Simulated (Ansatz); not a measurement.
# HfC: the cost of one run

Computed with Ansatz 0.2.0 (DFT LDA, scalar-relativistic, unless a step's input says otherwise).

### Step 1. The system as given

It takes space group Fm-3m (No. 225, cubic). The conventional cell has a = 4.650 Å, b = 4.650 Å, c = 4.650 Å, α = 90.00°, β = 90.00°, γ = 90.00°. Around Hf (site symmetry m-3m) lie 6 C at 2.33 Å. C (site symmetry m-3m) has 6 Hf at 2.33 Å as nearest neighbours.

Coordinates:

```cif
data_structure
_symmetry_space_group_name_H-M 'P 1'
_symmetry_Int_Tables_number 1
_cell_length_a 3.2880
_cell_length_b 3.2880
_cell_length_c 3.2880
_cell_angle_alpha 60.000
_cell_angle_beta 60.000
_cell_angle_gamma 60.000
_cell_volume 25.14
loop_
_atom_site_label
_atom_site_type_symbol
_atom_site_fract_x
_atom_site_fract_y
_atom_site_fract_z
_atom_site_occupancy
Hf1 Hf 0.50000 0.50000 0.50000 1
C1 C 0.00000 0.00000 0.00000 1
```

Atoms are numbered in the order of the input: Hf1, C2.

### Step 2. The deformed structure

Space group Fm-3m before, I4/mmm after.

### Step 3. LAPW, all electrons

input.yaml

```yaml
crystal:
  lattice:
    - [0.0, 2.325, 2.3715]
    - [2.325, 0.0, 2.3715]
    - [2.325, 2.325, 0.0]
  atoms:
    - { symbol: Hf, position: [0.5, 0.5, 0.5] }
    - { symbol: C, position: [0.0, 0.0, 0.0] }
kpoints:
  mp_grid: { grid: [12, 12, 12] }
  band_path:
    path:
      - [0.0, 0.0, 0.0]
      - [0.0, 0.5, 0.5]
      - [0.25, 0.75, 0.5]
      - [0.0, 0.5, 0.0]
      - [0.0, 0.0, 0.0]
      - [0.5, 0.5, 0.0]
      - [0.3701460977, 0.6298539023, 0.0]
      - [-0.3701460977, 0.3701460977, 0.0]
      - [0.0, 0.0, 0.0]
    npoints: 5
scf:
  occupations: { method: fermi_dirac, width: 0.05 }
hamiltonian:
  xc: lda
  pseudopotentials: { kind: all_electron, lapw: { basis_error: 0.00025 } }
output:
  forces: true
  stress: true
  eigenvalues: true
```

The run is started by

```console
> ansatz run input.yaml --threads 1 --pin off --max-ram 3072MiB --backend cpu --events-out ev --progress --plain --runs-dir out
```

What time and memory should one allow on 1 thread of Intel Xeon Platinum 8488C (Sapphire Rapids), shared host?

About 38 s, with a peak of 0.72 GiB.
